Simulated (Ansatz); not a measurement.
# Molecular dynamics of Li

input.yaml

```yaml
crystal:
  lattice:
    - [7.312873, 0.0, 0.0]
    - [0.0, 7.312873, 0.0]
    - [0.0, 0.0, 7.312873]
  atoms:
    - { symbol: Li, position: [0.00622281, 0.02972682, -0.00908564] }
    - { symbol: Li, position: [0.5442878, 0.01211465, -0.08689065] }
    - { symbol: Li, position: [-0.11184977, 0.63195327, 0.06219307] }
    - { symbol: Li, position: [0.13032377, -0.03796582, 0.43088897] }
    - { symbol: Li, position: [0.38972208, 0.20380014, 0.12708365] }
    - { symbol: Li, position: [0.4914554, 0.41612052, -0.04354868] }
    - { symbol: Li, position: [0.39084463, 0.11447073, 0.52025307] }
    - { symbol: Li, position: [0.88618062, 0.31393725, 0.22601339] }
    - { symbol: Li, position: [-0.10012554, 0.59542003, 0.49626875] }
    - { symbol: Li, position: [0.32861308, 0.74622449, 0.22015101] }
    - { symbol: Li, position: [0.13202432, 0.27143647, 0.80534724] }
    - { symbol: Li, position: [0.53389018, 0.49457173, 0.33090752] }
    - { symbol: Li, position: [0.64258524, 0.92332954, 0.25268877] }
    - { symbol: Li, position: [0.8326539, 0.20944853, 0.68008914] }
    - { symbol: Li, position: [0.12107066, 0.69996321, 0.7426191] }
    - { symbol: Li, position: [0.49619772, 0.64667965, 0.70656199] }
basis:
  ecutwfc: 420.0
kpoints:
  mp_grid: { grid: [2, 2, 2] }
hamiltonian:
  xc: pbesol
scf:
  occupations: { method: fermi_dirac, width: 0.16 }
  lower_state_search: "off"
md:
  timestep: 1
  n_steps: 189
  ensemble: nvt_langevin
  temperature: 1440.0
  initial_velocities: maxwell_boltzmann
  seed: 607741
  friction: 0.02
  temperature_schedule:
    - { n_steps: 142, end_temperature: 300.0 }
    - { n_steps: 47, end_temperature: 300.0 }
```

Command:

```bash
$ ansatz run input.yaml --threads 1 --pin off --max-ram 3072MiB --backend cpu --events-out ev --progress --plain --runs-dir out
```

It goes on from the last frame of an earlier run, with new velocities.

Output, in part (step lines):

```
md step     0: t =     0.00 fs  T =  1350.0 K (target 1440.0 K)  F+E_penalty+E_count = -3244.02178967 eV  E_kin = 2.792016 eV  (7 SCF iters)
md step     1: t =     1.00 fs  T =  1453.9 K (target 1436.0 K)  F+E_penalty+E_count = -3244.10061829 eV  E_kin = 3.006984 eV  (6 SCF iters)
md step     2: t =     2.00 fs  T =  1502.5 K (target 1428.0 K)  F+E_penalty+E_count = -3244.17330908 eV  E_kin = 3.107368 eV  (6 SCF iters)
md step     3: t =     3.00 fs  T =  1539.5 K (target 1419.9 K)  F+E_penalty+E_count = -3244.24484100 eV  E_kin = 3.183962 eV  (6 SCF iters)
md step     4: t =     4.00 fs  T =  1598.7 K (target 1411.9 K)  F+E_penalty+E_count = -3244.31219194 eV  E_kin = 3.306351 eV  (6 SCF iters)
md step     5: t =     5.00 fs  T =  1658.4 K (target 1403.9 K)  F+E_penalty+E_count = -3244.37318664 eV  E_kin = 3.429853 eV  (5 SCF iters)
md step     6: t =     6.00 fs  T =  1618.0 K (target 1395.8 K)  F+E_penalty+E_count = -3244.43015320 eV  E_kin = 3.346282 eV  (5 SCF iters)
md step     7: t =     7.00 fs  T =  1610.6 K (target 1387.8 K)  F+E_penalty+E_count = -3244.48246178 eV  E_kin = 3.330905 eV  (5 SCF iters)
[... lines left out ...]
md step   188: t =   188.00 fs  T =   724.2 K (target 300.0 K)  F+E_penalty+E_count = -3246.20814192 eV  E_kin = 1.497714 eV  (5 SCF iters)
md step   189: t =   189.00 fs  T =   756.7 K (target 300.0 K)  F+E_penalty+E_count = -3246.22766961 eV  E_kin = 1.564899 eV  (6 SCF iters)
```

The steps, from the saved trajectory:

| time (fs) | T (K) | potential energy less start (eV) |
| --- | --- | --- |
| 0.0 | 1350 | 0.000 |
| 6.0 | 1618 | -0.408 |
| 12.0 | 1851 | -0.535 |
| 18.0 | 1572 | -0.201 |
| 24.0 | 1484 | 0.243 |
| 30.0 | 1479 | 0.447 |
| 36.0 | 1494 | 0.337 |
| 42.0 | 1643 | 0.184 |
| 48.0 | 1673 | 0.276 |
| 54.0 | 1762 | 0.524 |
| 60.0 | 1489 | 0.385 |
| 66.0 | 1841 | -0.001 |
| 72.0 | 1763 | -0.169 |
| 78.0 | 1453 | 0.038 |
| 84.0 | 1242 | 0.378 |
| 90.0 | 1167 | 0.470 |
| 96.0 | 1224 | 0.167 |
| 102.0 | 1218 | -0.325 |
| 108.0 | 1316 | -0.744 |
| 114.0 | 1267 | -1.007 |
| 120.0 | 1121 | -1.110 |
| 126.0 | 938 | -1.044 |
| 132.0 | 849 | -0.964 |
| 138.0 | 654 | -0.976 |
| 144.0 | 658 | -1.063 |
| 150.0 | 558 | -1.234 |
| 156.0 | 577 | -1.447 |
| 162.0 | 675 | -1.649 |
| 168.0 | 657 | -1.839 |
| 174.0 | 675 | -1.974 |
| 180.0 | 682 | -2.052 |
| 186.0 | 682 | -2.151 |

The run went to its last step. The schedule's set-point averaged 395 K over the second half and the system 852 K, so it lags behind the ramp. A run of 0.19 ps of so small a system gives no equilibrium averages. Limits of this set-up: coarse k mesh.

Mean squared displacements from the first frame to the last, about the centre of mass: Li 1.35 Å².

Last frame:

```xyz
16
Lattice="7.3129 0.0000 0.0000 0.0000 7.3129 0.0000 0.0000 0.0000 7.3129" Properties=species:S:1:pos:R:3
Li -0.737 0.684 0.163
Li 4.195 -1.137 -0.881
Li -1.169 4.688 0.628
Li 0.551 -0.802 2.555
Li 2.440 0.461 0.465
Li 4.817 2.957 -0.820
Li 2.741 1.099 3.907
Li 7.700 2.929 2.800
Li -1.214 5.429 4.738
Li 1.935 4.666 0.515
Li 1.003 2.528 5.943
Li 3.872 2.902 2.263
Li 4.111 6.310 2.018
Li 5.387 0.739 4.048
Li 1.574 6.568 5.712
Li 2.788 4.558 4.375
```

Run time: 11 min on 1 CPU thread of a shared host.
